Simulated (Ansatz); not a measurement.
# Boron, beta-Sn type under LDA: structure, energy and stiffness

The plan for boron in the beta-Sn type structure: relax it, solve it on a dense k-mesh, switch on spin-orbit coupling, then scale the cell to 7 volumes from 88 to 112 % of the relaxed one and try a fit of the equation of state. The k-meshes are 17×17×12 for the relaxation; 32×32×18 for the dense run; 20×20×11 for spin-orbit coupling; 22×22×13 for the volumes.

Computed with Ansatz 0.2.0 (DFT LDA (PW92), plane waves (420 eV) with PAW, scalar-relativistic; PBE-made PAW files, unless a step says otherwise).

**1. The starting structure**

Symmetry: I4_1/amd, No. 141, tetragonal system. The conventional cell has a = 3.694 Å, b = 3.694 Å, c = 2.017 Å, α = 90.00°, β = 90.00°, γ = 90.00°. B (site symmetry -4m2) is surrounded by 6 B at 1.91 to 2.02 Å.

Structure file:

```cif
data_structure
_symmetry_space_group_name_H-M 'I4_1/amd:1'
_symmetry_Int_Tables_number 141
_cell_length_a 3.6942
_cell_length_b 3.6942
_cell_length_c 2.0170
_cell_angle_alpha 90.000
_cell_angle_beta 90.000
_cell_angle_gamma 90.000
_cell_volume 27.53
loop_
_atom_site_label
_atom_site_type_symbol
_atom_site_symmetry_multiplicity
_atom_site_Wyckoff_symbol
_atom_site_fract_x
_atom_site_fract_y
_atom_site_fract_z
_atom_site_occupancy
B1 B 4 a 0.00000 0.00000 0.00000 1
```

**2. Geometry optimisation**

File input.yaml:

```yaml
crystal:
  lattice:
    - [-1.8471104345, 1.8471104345, 1.0085222972]
    - [1.8471104345, -1.8471104345, 1.0085222972]
    - [1.8471104345, 1.8471104345, -1.0085222972]
  atoms:
    - { symbol: B, position: [0.0, 0.0, 0.0] }
    - { symbol: B, position: [0.75, 0.25, 0.5] }
hamiltonian:
  xc: lda
  pseudopotentials:
    kind: paw
    azcp:
      B: "pseudopotentials/B.paw.azcp"
basis:
  ecutwfc: 420
  fft_grid_basis: typed
kpoints:
  mp_grid: { grid: [17, 17, 12], shift: [0, 0, 0] }
magnetization:
  spin_polarized: false
scf:
  occupations: { method: fermi_dirac, width: 0.1 }
relax:
  max_steps: 60
  f_tol: 0.01
  cell: {}
```

After this run come: Dense single point; A two-component run at the same geometry; Volume × 0.88; Volume × 0.92; Volume × 0.96; Volume × 1.0; Volume × 1.04; Volume × 1.08; Volume × 1.12.

**Question.** What will these runs give? Wanted: space group; conventional cell; volume; shortest distance; gap on the mesh; relative to alpha-rhombohedral; V₀, B₀, B₀′.

As calculated:

| quantity | value |
| --- | --- |
| space group (spins left aside) | Cmcm (No. 63) |
| conventional cell | a = 1.616 Å, b = 7.227 Å, c = 2.819 Å |
| volume | 8.232 Å³/atom |
| shortest distance | 1.616 Å |
| gap on the mesh | none (levels filled in part) |
| relative to alpha-rhombohedral (B12) | +510 meV/atom |
| V₀, B₀, B₀′ | 8.232 Å³/atom, 204 GPa, 3.4 |

In words: The relaxation enlarged the cell by 19.6 % in volume. The cell has left its prototype: it ends as Cmcm. What follows belongs to that structure, not to the type named at the start. The mesh has less symmetry than the lattice, which may have let the distortion in. Against the reference form of boron (alpha-rhombohedral (B12), computed apart with the same settings) it stands 510 meV/atom higher, so it is far from stable. No gap shows: it is a metal or semimetal at this level. The total energy of the spin-orbit run (on a coarser mesh) lies -1 meV/atom from the scalar one; mesh and treatment of the core enter this figure, so it is no spin-orbit energy. The fitted modulus is 204 GPa; letting shape and positions relax at each volume could only lower it.
